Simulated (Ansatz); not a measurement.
# BH₅O₃Si: one species, many methods

An exercise on one series of results from a longer session: the logs are not shown, and one member is left open.

The runs use Ansatz 0.2.0, Gaussian basis; functionals in def2-TZVPP, the program's frozen cores in correlated methods.

The runs, in order: PBE-D4, r2SCAN-D4, PBE0-D4, B3LYP-D4, ωB97X-V, ωB97M-V, B2PLYP; CCSD(T)/def2-TZVPP; CCSD(T)/def2-QZVPP; extrapolation to the limit.

## The relaxed structure

The geometry comes from an earlier relaxation with PBE0-D4 in a triple-zeta def2 set; it is a stationary point, not always the lowest conformer.

10 atoms, charge 0, spin multiplicity 1.

Atoms are counted from 1 here; the program's logs count them from 0.

Bond lengths: O1–B2 1.365 Å, O1–H6 0.960 Å, B2–O3 1.366 Å, B2–O4 1.365 Å, O3–H7 0.959 Å, O4–Si5 1.653 Å, Si5–H8 1.484 Å, Si5–H9 1.482 Å, Si5–H10 1.484 Å. Angles: B2–O1–H6 112.6°, O1–B2–O3 119.7°, O1–B2–O4 119.4°, O3–B2–O4 120.9°, B2–O3–H7 112.2°, B2–O4–Si5 130.0°, O4–Si5–H8 110.7°, O4–Si5–H9 106.3°, O4–Si5–H10 110.7°, H8–Si5–H9 109.7°, H8–Si5–H10 109.8°, H9–Si5–H10 109.7°.

Coordinates:

```tsv
atom	x (Å)	y (Å)	z (Å)
O1	-0.0491	1.2139	-1.1870
B2	-0.2617	-0.1209	-0.9996
O3	-0.6616	-0.8973	-2.0496
O4	-0.0703	-0.6616	0.2390
Si5	0.4043	0.0556	1.6503
H6	-0.2118	1.4897	-2.0916
H7	-0.7784	-1.8156	-1.7971
H8	1.7556	0.6519	1.5063
H9	0.4381	-1.0183	2.6714
H10	-0.5652	1.1027	2.0578
```

The first run:

File in.yaml:

```yaml
crystal:
  periodic: [false, false, false]
  atoms:
    - {symbol: O, position_ang: [-0.049056, 1.213859, -1.187037]}
    - {symbol: B, position_ang: [-0.261667, -0.120920, -0.999613]}
    - {symbol: O, position_ang: [-0.661563, -0.897343, -2.049589]}
    - {symbol: O, position_ang: [-0.070303, -0.661638, 0.239001]}
    - {symbol: Si, position_ang: [0.404306, 0.055647, 1.650324]}
    - {symbol: H, position_ang: [-0.211823, 1.489688, -2.091603]}
    - {symbol: H, position_ang: [-0.778435, -1.815567, -1.797067]}
    - {symbol: H, position_ang: [1.755649, 0.651850, 1.506346]}
    - {symbol: H, position_ang: [0.438062, -1.018309, 2.671447]}
    - {symbol: H, position_ang: [-0.565151, 1.102723, 2.057791]}
basis:
  gaussian: {orbitals: def2-TZVPP}
hamiltonian: {xc: pbe, dispersion: d4}
output: {forces: true, orbitals: {seedname: orbitals}}
```

Launch:

```sh
$ ansatz run in.yaml --threads 2 --pin off --events-out ev --progress --plain --max-ram 32768MiB --backend cpu
```

Steps of the session up to this table: PBE-D4 (GGA); r2SCAN-D4 (meta-GGA); PBE0-D4 (hybrid); B3LYP-D4 (hybrid); ωB97X-V (range-separated); ωB97M-V (range-separated); B2PLYP (double hybrid); CCSD(T) in def2-TZVPP; CCSD(T) in def2-QZVPP.

One of the session's tables, all rows but one given; the rest of the session is left out.

| method | atomisation energy (eV) |
| --- | --- |
| PBE-D4 | 42.214 |
| r2SCAN-D4 | 41.939 |
| PBE0-D4 | 41.382 |
| B3LYP-D4 | 41.698 |
| ωB97X-V | 41.860 |
| ωB97M-V | 41.978 |
| B2PLYP | 41.441 |
| HF/def2-TZVPP | 30.850 |
| MP2/def2-TZVPP | 41.860 |
| CCSD/def2-TZVPP | 40.214 |
| CCSD(T)/def2-TZVPP | 40.779 |
| MP2/CBS | 43.006 |
| CCSD(T)/CBS | ? |

**Question.** Estimate the row for CCSD(T)/CBS.

As computed: atomisation energy (eV): 41.915. In the column «atomisation energy (eV)» it lies between MP2/def2-TZVPP (41.860) and r2SCAN-D4 (41.939).
